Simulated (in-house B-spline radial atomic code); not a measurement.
# Br⁶⁺: excited configurations

How much energy does it take to promote electrons of Br⁶⁺ to other shells? Each configuration is solved by itself and compared with the reference.

The numbers are computed with in-house B-spline radial atomic code version 1 (Dirac-Hartree-Fock, average of configuration, Fermi nucleus, basis-set limit), except any that are marked as measured or tabulated.

## 1. Starting point

* element: bromine (Z = 35)
* charge: +6
* electrons: 29
* configuration: [Ar] 3d10 4s1
* Hamiltonian: Dirac-Coulomb
* nucleus: Fermi, rms radius 4.163 fm

Outer shells as boxes (Hund's rule):

[Ar] 3d10 4s1
```
[Ar] core
3d [↑↓][↑↓][↑↓][↑↓][↑↓]
4s [↑ ]
```

The boxes draw the filling by Hund's rule, which heavy ions in jj coupling don't follow; these runs average over all states of the configuration.

Settings, as recorded:

```ini
Z = 35
electrons = 29.0
configuration = [Ar] 3d10 4s1
hamiltonian = dirac
method = hf
spin_polarised = False
nucleus = fermi
rms_radius = 4.1629
mass_number = 79
atomic_mass = 78.918337574
speed_of_light = 137.035999084
```

This reference run was done before. Its total energy is -2595.636020 hartree, and its levels are (the highest eight at most):

```tsv
orbital	occupation	energy (eV)	<r> (bohr)
2p1/2	2	-1729.27	0.1627
2p3/2	4	-1681.30	0.1666
3s1/2	2	-366.74	0.5476
3p1/2	2	-299.43	0.5537
3p3/2	4	-292.17	0.5632
3d3/2	4	-175.88	0.5740
3d5/2	6	-174.71	0.5777
4s1/2	1	-101.89	1.447
```

## 2. Configuration [Ar] 3d10 5f1

Settings, as recorded:

```ini
Z = 35
electrons = 29.0
configuration = [Ar] 3d10 5f1
hamiltonian = dirac
method = hf
spin_polarised = False
nucleus = fermi
rms_radius = 4.1629
mass_number = 79
atomic_mass = 78.918337574
speed_of_light = 137.035999084
```

## 3. Run with [Ar] 3d10 8d1

The settings differ from step 2 so:

```diff
@@ -2,3 +2,3 @@
 electrons = 29.0
-configuration = [Ar] 3d10 5f1
+configuration = [Ar] 3d10 8d1
 hamiltonian = dirac
```

## 4. Configuration [Ar] 3d9 4s1 5f1

The settings differ from step 3 so:

```diff
@@ -2,3 +2,3 @@
 electrons = 29.0
-configuration = [Ar] 3d10 8d1
+configuration = [Ar] 3d9 4s1 5f1
 hamiltonian = dirac
```

## 5. [Ne] 3s2 3p5 3d10 4s1 7g1

The settings differ from step 4 so:

```diff
@@ -2,3 +2,3 @@
 electrons = 29.0
-configuration = [Ar] 3d9 4s1 5f1
+configuration = [Ne] 3s2 3p5 3d10 4s1 7g1
 hamiltonian = dirac
```

## 6. Run with [Ne] 3s2 3p5 3d10 4s1 8d1

The settings differ from step 5 so:

```diff
@@ -2,3 +2,3 @@
 electrons = 29.0
-configuration = [Ne] 3s2 3p5 3d10 4s1 7g1
+configuration = [Ne] 3s2 3p5 3d10 4s1 8d1
 hamiltonian = dirac
```

## 7. Run with [Ar] 3d10 7g1

The settings differ from step 6 so:

```diff
@@ -2,3 +2,3 @@
 electrons = 29.0
-configuration = [Ne] 3s2 3p5 3d10 4s1 8d1
+configuration = [Ar] 3d10 7g1
 hamiltonian = dirac
```

## 8. Run with [Ar] 3d9 4s1 8d1

The settings differ from step 7 so:

```diff
@@ -2,3 +2,3 @@
 electrons = 29.0
-configuration = [Ar] 3d10 7g1
+configuration = [Ar] 3d9 4s1 8d1
 hamiltonian = dirac
```

## 9. [Ne] 3s2 3p5 3d10 4s1 6d1

The settings differ from step 8 so:

```diff
@@ -2,3 +2,3 @@
 electrons = 29.0
-configuration = [Ar] 3d9 4s1 8d1
+configuration = [Ne] 3s2 3p5 3d10 4s1 6d1
 hamiltonian = dirac
```

Q: How far above the reference does each configuration lie (order and size, in eV)?

**Answer**, as computed:

| net move | configuration | energy above the reference (eV) | with Breit, QED, recoil (eV) | largest <r> (bohr) |
| --- | --- | --- | --- | --- |
| 4s → 5f | [Ar] 3d10 5f1 | 74.557 | 74.499 | 4.35 |
| 4s → 7g | [Ar] 3d10 7g1 | 88.162 | 88.103 | 9.06 |
| 4s → 8d | [Ar] 3d10 8d1 | 89.387 | 89.329 | 11.1 |
| 3d → 5f | [Ar] 3d9 4s1 5f1 | 143.19 | 143.19 | 4.27 |
| 3d → 8d | [Ar] 3d9 4s1 8d1 | 158.29 | 158.29 | 11.0 |
| 3p → 6d | [Ne] 3s2 3p5 3d10 4s1 6d1 | 266.50 | 266.28 | 5.59 |
| 3p → 7g | [Ne] 3s2 3p5 3d10 4s1 7g1 | 276.74 | 276.51 | 9.03 |
| 3p → 8d | [Ne] 3s2 3p5 3d10 4s1 8d1 | 277.85 | 277.62 | 11.0 |

Quantum defects of the promoted electron, δ = n − ζ/√(−2ε) with ζ = 7 and ε its orbital energy in hartree:

| promotion | δ |
| --- | --- |
| 4s → 5f | 0.051 |
| 4s → 7g | 0.002 |
| 4s → 8d | 0.665 |
| 3d → 5f | 0.087 |
| 3d → 8d | 0.705 |
| 3p → 6d | 0.716 |
| 3p → 7g | 0.009 |
| 3p → 8d | 0.707 |

**Reading.** At the bottom stands 4s → 5f (74.557 eV), at the top 3p → 8d (277.85 eV). Koopmans' estimate of the ionisation threshold is 101.89 eV; 5 configurations exceed it by over 2 % and could autoionise. Of those tabulated, the defect is largest for 6d (0.72) and least for 7g (0.00): low angular momentum penetrates the core, high angular momentum stays outside it. Two partly filled shells share a symmetry and can mix in the average, which may lower the energy, for: 3d → 8d. These are averages over configurations, without correlation, not spectroscopic levels.
